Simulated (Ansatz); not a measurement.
# Ga3SbAs2: the cost of one run

Computed with Ansatz 0.2.0 (DFT PBE, scalar-relativistic, plane waves, PAW, unless a step names another level, unless a step's input says otherwise).

## Step 1: The starting structure

It takes space group P3m1 (No. 156, trigonal). Conventional cell: a = 4.178 Å, b = 4.178 Å, c = 10.239 Å, α = 90.00°, β = 90.00°, γ = 120.00°. Ga (site symmetry 3m) has 1 As at 2.48 Å and 3 Sb at 2.61 Å as nearest neighbours. Around Ga (site symmetry 3m) lie 4 As at 2.50 to 2.54 Å. Ga (site symmetry 3m) has 3 As at 2.54 Å and 1 Sb at 2.68 Å as nearest neighbours. Around Sb (site symmetry 3m) lie 4 Ga at 2.61 to 2.68 Å. Around As (site symmetry 3m) lie 4 Ga at 2.48 to 2.54 Å. As (site symmetry 3m) is surrounded by 4 Ga at 2.50 to 2.54 Å.

Structure file:

```cif
data_structure
_symmetry_space_group_name_H-M 'P 1'
_symmetry_Int_Tables_number 1
_cell_length_a 4.1776
_cell_length_b 4.1776
_cell_length_c 10.2390
_cell_angle_alpha 90.000
_cell_angle_beta 90.000
_cell_angle_gamma 120.000
_cell_volume 154.76
loop_
_atom_site_label
_atom_site_type_symbol
_atom_site_fract_x
_atom_site_fract_y
_atom_site_fract_z
_atom_site_occupancy
Ga1 Ga 0.00000 0.00000 0.01371 1
Ga2 Ga 0.66667 0.33333 0.33304 1
Ga3 Ga 0.33333 0.66667 0.65413 1
Sb1 Sb 0.33333 0.66667 0.91622 1
As1 As 0.00000 0.00000 0.25609 1
As2 As 0.66667 0.33333 0.57681 1
```

It is the end of an earlier relaxation with the same method, from a generated guess; it needn't be the stable form of this composition. At a tolerance of 0.05 Å it has space group P3m1 (No. 156); it has 25.79 Å³/atom, an uncorrected energy of -0.26 eV/atom over the elements.

## Step 2: Electronic structure at the relaxed geometry

Contents of input.yaml:

```yaml
crystal:
  lattice:
    - [4.1776494884, 0.0, 0.0]
    - [-2.0888247442, 3.617950585, 0.0]
    - [0.0, 0.0, 10.2389541514]
  atoms:
    - { symbol: Ga, position: [0.0, 0.0, 0.0137059193] }
    - { symbol: Ga, position: [0.6666666667, 0.3333333333, 0.3330412313] }
    - { symbol: Ga, position: [0.3333333333, 0.6666666667, 0.6541308693] }
    - { symbol: Sb, position: [0.3333333333, 0.6666666667, 0.9162203772] }
    - { symbol: As, position: [0.0, 0.0, 0.2560916271] }
    - { symbol: As, position: [0.6666666667, 0.3333333333, 0.5768099757] }
basis:
  ecutwfc: 420
kpoints:
  mp_grid: { grid: [12, 12, 4] }
  band_path:
    path:
      - [[0.0, 0.0, 0.0], [0.5, 0.0, 0.0], [0.33333333, 0.33333333, 0.0], [0.0, 0.0, 0.0], [0.0, 0.0, 0.5], [0.5, 0.0, 0.5], [0.33333333, 0.33333333, 0.5], [0.0, 0.0, 0.5]]
      - [[0.5, 0.0, 0.5], [0.5, 0.0, 0.0]]
      - [[0.33333333, 0.33333333, 0.5], [0.33333333, 0.33333333, 0.0]]
    npoints: 14
hamiltonian:
  xc: pbe
scf:
  occupations: { method: gaussian, width: 0.1 }
  n_extra_bands: 15
output:
  forces: true
  stress: true
  eigenvalues: true
  populations: true
  dos: { projected: true, de: 0.02, nscf_kmesh: { grid: [15, 15, 5] } }
  bader: true
  write_density: true
  write_potential: true
  elf: true
  volumetric_format: npy
```

Command:

```
> ansatz run input.yaml --threads 1 --pin off --max-ram 2560MiB --backend cpu --events-out ev --progress --plain --runs-dir out
```

What time and memory should one allow on 1 thread of Arm Neoverse V1, shared host?

About 6.2 min, with a peak of 0.94 GiB.
